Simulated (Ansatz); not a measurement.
**TaSi (rocksalt type): a single-point run**

The task is a single-point run on TaSi (rocksalt type). The structure is shown as the input types it.

Computed with Ansatz 0.2.0 (DFT, PBE, PAW with Ansatz's default frozen-core files, scalar-relativistic, unless a step's input says otherwise).

**1. The system as given**

The structure is cubic, space group Fm-3m (No. 225). Conventional cell: a = 4.700 Å, b = 4.700 Å, c = 4.700 Å, α = 90.00°, β = 90.00°, γ = 90.00°. Around Ta (site symmetry m-3m) lie 6 Si at 2.35 Å. Around Si (site symmetry m-3m) lie 6 Ta at 2.35 Å.

As a file:

```cif
data_structure
_symmetry_space_group_name_H-M 'Fm-3m'
_symmetry_Int_Tables_number 225
_cell_length_a 4.6996
_cell_length_b 4.6996
_cell_length_c 4.6996
_cell_angle_alpha 90.000
_cell_angle_beta 90.000
_cell_angle_gamma 90.000
_cell_volume 103.80
loop_
_atom_site_label
_atom_site_type_symbol
_atom_site_symmetry_multiplicity
_atom_site_Wyckoff_symbol
_atom_site_fract_x
_atom_site_fract_y
_atom_site_fract_z
_atom_site_occupancy
Ta1 Ta 4 a 0.00000 0.00000 0.00000 1
Si1 Si 4 b 0.50000 0.00000 0.00000 1
```

**2. The calculation**

input.yaml

```yaml
crystal:
  lattice:
    - [0.0, 2.3498182988, 2.3498182988]
    - [2.3498182988, 0.0, 2.3498182988]
    - [2.3498182988, 2.3498182988, 0.0]
  atoms:
    - { symbol: Ta, position: [0.0, 0.0, 0.0] }
    - { symbol: Si, position: [0.5, 0.5, 0.5] }
kpoints:
  mp_grid: { grid: [14, 14, 14] }
  band_path:
    path:
      - [0.0, 0.0, 0.0]
      - [0.5, 0.0, 0.5]
      - [0.625, 0.25, 0.625]
      - [0.375, 0.375, 0.75]
      - [0.0, 0.0, 0.0]
      - [0.5, 0.5, 0.5]
      - [0.5, 0.25, 0.75]
      - [0.5, 0.0, 0.5]
    npoints: 8
scf:
  occupations: { method: fermi_dirac, width: 0.05 }
  max_iter: 80
hamiltonian:
  xc: pbe
  pseudopotentials: { kind: paw }
output:
  forces: true
  stress: true
  eigenvalues: true
  populations: true
magnetization:
  spin_polarized: true
  initial_magnetization: 1
```

Run with:

```bash
ansatz run input.yaml --threads 1 --pin off --max-ram 2048MiB --backend cpu --events-out ev --progress --plain --runs-dir out
```

Q: Will this input give a usable result? If not, why, and what should change?

The program finished normally, with warnings (seeded moment not kept). It gives a pressure of 75 GPa, which is large; a structure far from rest gives such values too, whatever the setting.

In the input, magnetization.spin_polarized is true; magnetization.initial_magnetization is 1. The starting moment is not one that the system holds. In a periodic run it is only a start, and the SCF did not keep it. The run ends with a total moment of 0.00 μB.

Run again and compare: delete magnetization.spin_polarized and magnetization.initial_magnetization (the default then holds).
